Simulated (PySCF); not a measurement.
**C₃H₉BFN: electronic excitations and core binding energies**

Wanted: the electronic excitations and core binding energies of C₃H₉BFN (`CC(C)B(N)F`), by calculation.

The runs use PySCF 2.14.0, with density-fitted response routines of our own; the level of theory stands in each step. All values are computed, except where a source is named. Atoms are numbered from 0 throughout.

## (1) The molecule as given

15 atoms, charge 0, multiplicity 1; geometry from: GFN2-xTB.

Bonds of the start (Å): C0–C1 1.54, C1–C2 1.53, C1–B3 1.60, B3–N4 1.39, B3–F5 1.34, C0–H6 1.09, C0–H7 1.09, C0–H8 1.09, C1–H9 1.10, C2–H10 1.09, C2–H11 1.09, C2–H12 1.09, N4–H13 1.01, N4–H14 1.00.

## (2) Excited states and response: CAM-B3LYP/def2-SVPD

The job: settings as JSON, then the geometry in Å.

```
{"job": {"kind": "uv", "xc": "CAM-B3LYP", "basis": "def2-SVPD", "nstates": 8, "ntriplets": 3}, "charge": 0, "multiplicity": 1}
C     -0.687052     1.492062    -0.051473
C     -0.062055     0.137073    -0.413389
C     -1.160328    -0.818604    -0.898116
B      0.716546    -0.472024     0.845093
N      2.089611    -0.655345     0.892082
F      0.029304    -0.825749     1.940770
H     -1.360401     1.379362     0.795000
H      0.084016     2.211387     0.216860
H     -1.252941     1.889149    -0.892644
H      0.631326     0.301292    -1.245763
H     -1.683768    -0.398016    -1.755388
H     -1.881954    -0.992090    -0.103424
H     -0.735291    -1.777165    -1.188923
H      2.556498    -1.033276     1.699441
H      2.712076    -0.430067     0.137961
```

Level: TDDFT CAM-B3LYP/def2-SVPD, vertical, gas phase, core orbitals frozen in the response.

Command:

```
$ OMP_NUM_THREADS=1 python probes_run.py task.json out
```

The driver reads the jobs from task.json and runs them one after another.

The log of the run:

```text
coarse grid: 12072 points
cycle   1  E = -298.8537980279  dE =  5.720e-01  |g| = 5.600e-01  |ddm| = 6.168e+00
cycle   2  E = -298.8560279412  dE = -2.230e-03  |g| = 6.186e-01  |ddm| = 1.231e+00
cycle   3  E = -298.9203807671  dE = -6.435e-02  |g| = 5.584e-02  |ddm| = 5.385e-01
cycle   4  E = -298.9208047603  dE = -4.240e-04  |g| = 3.107e-02  |ddm| = 1.008e-01
cycle   5  E = -298.9210046188  dE = -1.999e-04  |g| = 5.496e-03  |ddm| = 3.742e-02
cycle   6  E = -298.9210102813  dE = -5.662e-06  |g| = 1.810e-03  |ddm| = 8.964e-03
final grid: 115776 points
cycle   7  E = -298.9659545608  dE = -4.124e-05  |g| = 4.993e-03  |ddm| = 9.038e-02
cycle   8  E = -298.9659541536  dE =  4.072e-07  |g| = 5.298e-03  |ddm| = 1.369e-02
cycle   9  E = -298.9659599173  dE = -5.764e-06  |g| = 3.433e-04  |ddm| = 5.372e-03
cycle  10  E = -298.9659599351  dE = -1.778e-08  |g| = 2.151e-04  |ddm| = 7.371e-04
cycle  11  E = -298.9659599449  dE = -9.770e-09  |g| = 3.562e-05  |ddm| = 3.090e-04
cycle  12  E = -298.9659599451  dE = -2.171e-10  |g| = 1.242e-05  |ddm| = 6.081e-05
converged SCF energy = -298.9659599451

Static polarisability (au): isotropic 59.448, principal 54.540 57.256 66.549

Singlet excitations
state   eV       nm        f      main configurations
  1   7.3860    167.9   0.04329   H-1->L 0.89
  2   7.9049    156.8   0.00195   H->L 0.90
  3   8.2392    150.5   0.02154   H->L+2 0.66, H->L+4 0.28
  4   8.8032    140.8   0.00676   H-1->L+3 0.44, H-1->L+6 0.14, H-1->L+1 0.14
  5   8.8424    140.2   0.02110   H-2->L 0.29, H->L+1 0.25, H-1->L+2 0.15
  6   8.9363    138.7   0.08528   H->L+1 0.56, H-2->L 0.30
  7   8.9754    138.1   0.16068   H-1->L+2 0.24, H-3->L 0.23, H-1->L+4 0.09
  8   8.9786    138.1   0.13886   H-3->L 0.26, H-1->L+2 0.16, H-2->L 0.12

Triplet excitations (Tamm-Dancoff, eV): 7.0890 7.2618 7.5962
```

Wall time 34 s (1 thread of Arm Neoverse V2, shared host); peak memory 0.87 GiB.

Frontier orbitals and where they lie:

| orbital | eV | atoms |
| --- | --- | --- |
| HOMO−3 | -10.82 | C0 24 %, C2 24 %, C1 19 % |
| HOMO−2 | -10.74 | C1 28 %, C2 17 %, H9 15 % |
| HOMO−1 | -9.88 | N4 62 %, B3 12 %, F5 6 % |
| HOMO | -9.82 | C1 30 %, B3 19 %, C0 10 % |
| LUMO | 0.85 | B3 49 %, H14 12 %, H13 10 % |
| LUMO+1 | 1.85 | C0 16 %, C2 15 %, H8 11 % |
| LUMO+2 | 2.02 | C2 13 %, B3 13 %, C0 12 % |

With each of the 8 states as a Gaussian band of 0.4 eV half-width at 1/e, the curve within the window shown has maxima at 168 nm (ε 1,800), 139 nm (ε 17,000) L/(mol cm). Beyond the last state computed it falls off for lack of states. The curve at chosen wavelengths:

```
 nm  ε (L/mol/cm)
134          8854
136         13512
138         16342
140         15998
142         12962
144          8933
146          5462
148          3180
150          1941
152          1330
154          1024
156           879
158           870
159           917
161          1102
163          1361
165          1607
167          1757
169          1759
171          1612
173          1356
175          1053
177           758
179           509
181           320
183           189
```

Ground-state properties from the same run:

| property | computed |
| --- | --- |
| dipole moment (D) | 2.25 |
| polarisability (Å³) | 8.81 |
| HOMO–LUMO gap (eV) | 10.66 |
| −ε(HOMO) (eV) | 9.82 |

## (3) Core-electron binding energies: SCAN, X2C

Same as in step 2 but for these lines:

```diff
@@ -1,2 +1,2 @@
-{"job": {"kind": "uv", "xc": "CAM-B3LYP", "basis": "def2-SVPD", "nstates": 8, "ntriplets": 3}, "charge": 0, "multiplicity": 1}
+{"job": {"kind": "xps"}, "charge": 0, "multiplicity": 1}
 C     -0.687052     1.492062    -0.051473
```

With the program's defaults for keys left out, this is: delta-SCF UKS SCAN, pcX-2 on the ionised atom, pcseg-1 elsewhere, spin-free X2C.

The log of the run:

```text
ground state, core basis on atom 0 (C), 160 functions
  cycle   1  E = -299.18459308  |g| = 7.06e-01
  cycle   2  E = -299.08713808  |g| = 9.89e-01
  cycle   3  E = -299.29616364  |g| = 9.08e-02
  cycle   4  E = -299.29733684  |g| = 4.18e-02
  cycle   5  E = -299.29764533  |g| = 1.08e-02
  cycle   6  E = -299.29766856  |g| = 3.40e-03
  cycle   7  E = -299.29767118  |g| = 1.27e-03
  cycle   8  E = -299.29767233  |g| = 4.03e-04
  E(ground) = -299.30468160 Eh
hole in C 1s of atom 0
  cycle   1  E = -288.07231060  |g| = 1.51e+00
  cycle   2  E = -287.52346571  |g| = 1.74e+00
  cycle   3  E = -288.59223686  |g| = 3.13e-01
  cycle   4  E = -288.62491077  |g| = 1.18e-01
  cycle   5  E = -288.62999283  |g| = 5.43e-02
  cycle   6  E = -288.63118493  |g| = 1.60e-02
  cycle   7  E = -288.63127872  |g| = 7.50e-03
  cycle   8  E = -288.63129850  |g| = 2.57e-03
  cycle   9  E = -288.63130252  |g| = 9.89e-04
  cycle  10  E = -288.63130276  |g| = 5.25e-04
  cycle  11  E = -288.63130330  |g| = 1.17e-04
  E(ion) = -288.63764677 Eh   <S^2> = 0.7672   hole on atom = 1.000   binding energy = 290.265 eV
ground state, core basis on atom 1 (C), 160 functions
  cycle   1  E = -299.29848679  |g| = 5.97e-02
  cycle   2  E = -299.29842397  |g| = 2.71e-02
  cycle   3  E = -299.29850171  |g| = 2.07e-02
  cycle   4  E = -299.29860741  |g| = 1.40e-03
  cycle   5  E = -299.29860754  |g| = 3.45e-04
  E(ground) = -299.30561032 Eh
hole in C 1s of atom 1
  cycle   1  E = -288.07373369  |g| = 1.52e+00
  cycle   2  E = -287.31006550  |g| = 1.91e+00
  cycle   3  E = -288.58731905  |g| = 3.74e-01
  cycle   4  E = -288.62960863  |g| = 1.91e-01
  cycle   5  E = -288.64271619  |g| = 5.31e-02
  cycle   6  E = -288.64371445  |g| = 9.55e-03
  cycle   7  E = -288.64375110  |g| = 5.81e-03
  cycle   8  E = -288.64377033  |g| = 1.47e-03
  cycle   9  E = -288.64377294  |g| = 9.07e-04
  cycle  10  E = -288.64377333  |g| = 7.05e-04
  cycle  11  E = -288.64377393  |g| = 1.26e-04
  E(ion) = -288.64969132 Eh   <S^2> = 0.7682   hole on atom = 1.000   binding energy = 289.962 eV
ground state, core basis on atom 3 (B), 160 functions
  cycle   1  E = -299.29645317  |g| = 5.45e-02
  cycle   2  E = -299.29625356  |g| = 4.79e-02
  cycle   3  E = -299.29661978  |g| = 2.04e-02
  cycle   4  E = -299.29668472  |g| = 5.23e-03
  cycle   5  E = -299.29669054  |g| = 9.60e-04
  cycle   6  E = -299.29668947  |g| = 3.09e-04
  E(ground) = -299.30484173 Eh
hole in B 1s of atom 3
  cycle   1  E = -291.66373393  |g| = 1.18e+00
  cycle   2  E = -290.61679763  |g| = 1.74e+00
  cycle   3  E = -291.97601414  |g| = 3.83e-01
  cycle   4  E = -292.04208396  |g| = 1.67e-01
  cycle   5  E = -292.05517766  |g| = 5.19e-02
  cycle   6  E = -292.05610405  |g| = 3.45e-02
  cycle   7  E = -292.05671209  |g| = 1.43e-02
  cycle   8  E = -292.05687163  |g| = 7.98e-03
  cycle   9  E = -292.05692999  |g| = 4.98e-03
  cycle  10  E = -292.05697412  |g| = 2.33e-03
  cycle  11  E = -292.05698452  |g| = 9.35e-04
  cycle  12  E = -292.05698532  |g| = 3.57e-04
  E(ion) = -292.06699669 Eh   <S^2> = 0.7941   hole on atom = 1.000   binding energy = 196.952 eV
ground state, core basis on atom 4 (N), 160 functions
  cycle   1  E = -299.31120857  |g| = 7.24e-02
  cycle   2  E = -299.31118998  |g| = 1.65e-02
  cycle   3  E = -299.31113411  |g| = 2.41e-02
  cycle   4  E = -299.31123526  |g| = 7.66e-04
  cycle   5  E = -299.31123508  |g| = 2.72e-04
  E(ground) = -299.31644837 Eh
hole in N 1s of atom 4
  cycle   1  E = -283.73013093  |g| = 1.86e+00
  cycle   2  E = -283.29223037  |g| = 1.94e+00
  cycle   3  E = -284.36829023  |g| = 3.93e-01
  cycle   4  E = -284.38921775  |g| = 2.93e-01
  cycle   5  E = -284.41723272  |g| = 4.30e-02
  cycle   6  E = -284.41758421  |g| = 2.51e-02
  cycle   7  E = -284.41790342  |g| = 2.73e-03
  cycle   8  E = -284.41790951  |g| = 7.82e-04
  cycle   9  E = -284.41790964  |g| = 3.08e-04
  E(ion) = -284.42188484 Eh   <S^2> = 0.7632   hole on atom = 1.000   binding energy = 405.302 eV
ground state, core basis on atom 5 (F), 160 functions
  cycle   1  E = -299.34131914  |g| = 1.21e-01
  cycle   2  E = -299.34075064  |g| = 8.29e-02
  cycle   3  E = -299.34110792  |g| = 6.40e-02
  cycle   4  E = -299.34162159  |g| = 5.78e-03
  cycle   5  E = -299.34162973  |g| = 1.01e-03
  cycle   6  E = -299.34162964  |g| = 2.36e-04
  E(ground) = -299.35156761 Eh
hole in F 1s of atom 5
  cycle   1  E = -273.00979477  |g| = 2.58e+00
  cycle   2  E = -272.99180214  |g| = 2.09e+00
  cycle   3  E = -273.84233911  |g| = 3.66e-01
  cycle   4  E = -273.83891440  |g| = 3.28e-01
  cycle   5  E = -273.89162573  |g| = 3.78e-02
  cycle   6  E = -273.89212202  |g| = 2.26e-02
  cycle   7  E = -273.89238767  |g| = 3.26e-03
  cycle   8  E = -273.89239225  |g| = 1.12e-03
  cycle   9  E = -273.89239314  |g| = 2.86e-04
  E(ion) = -273.90939830 Eh   <S^2> = 0.7563   hole on atom = 1.000   binding energy = 692.317 eV
```

It took 57 s on 1 thread of Arm Neoverse V2, shared host; peak memory 0.65 GiB.

Binding energies by hole, beside the orbital energy of the ground state; the difference holds orbital relaxation and, for a density functional, its self-interaction error:

| hole | stands for | environment | ΔSCF (eV) | −ε (eV) | ⟨S²⟩ |
| --- | --- | --- | --- | --- | --- |
| C1s on C0 | C0, C2 | methyl carbon | 290.26 | 273.1 | 0.767 |
| C1s on C1 | C1 | sp3 CH bonded to B | 289.96 | 273.1 | 0.768 |
| B1s on B3 | B3 | boron bonded to C, F, N | 196.95 | 180.8 | 0.794 |
| N1s on N4 | N4 | nitrogen bonded to B, 2 H | 405.30 | 385.8 | 0.763 |
| F1s on F5 | F5 | fluorine bonded to B | 692.32 | 666.1 | 0.756 |

Each hole run stands for the others of its class of like atoms.

## (4) Summary of results

| quantity | value |
| --- | --- |
| lowest singlet (CAM-B3LYP/def2-SVPD) | 7.39 eV (168 nm), f = 0.043 |
| brightest single state of those computed | state 7, 8.98 eV, f = 0.161 |
| lowest triplet | 7.09 eV |
| C1s binding energies, SCAN/pcX-2 | C0 290.26, C1 289.96 eV |
| B1s binding energies, SCAN/pcX-2 | B3 196.95 eV |
| N1s binding energies, SCAN/pcX-2 | N4 405.30 eV |
| F1s binding energies, SCAN/pcX-2 | F5 692.32 eV |

In words: The first singlet state (HOMO−1→LUMO 0.89) lies at 7.39 eV and is weak; of the 8 states computed, the strongest absorption comes from states 7 to 8 together at 8.98 eV (the last computed, so partners may be missing). The lowest triplet lies 0.30 eV below the lowest singlet (triplets in Tamm-Dancoff, singlets in full TDDFT). C0 (methyl carbon) binds its C1s electron 0.30 eV more tightly than C1 (sp3 CH bonded to B).
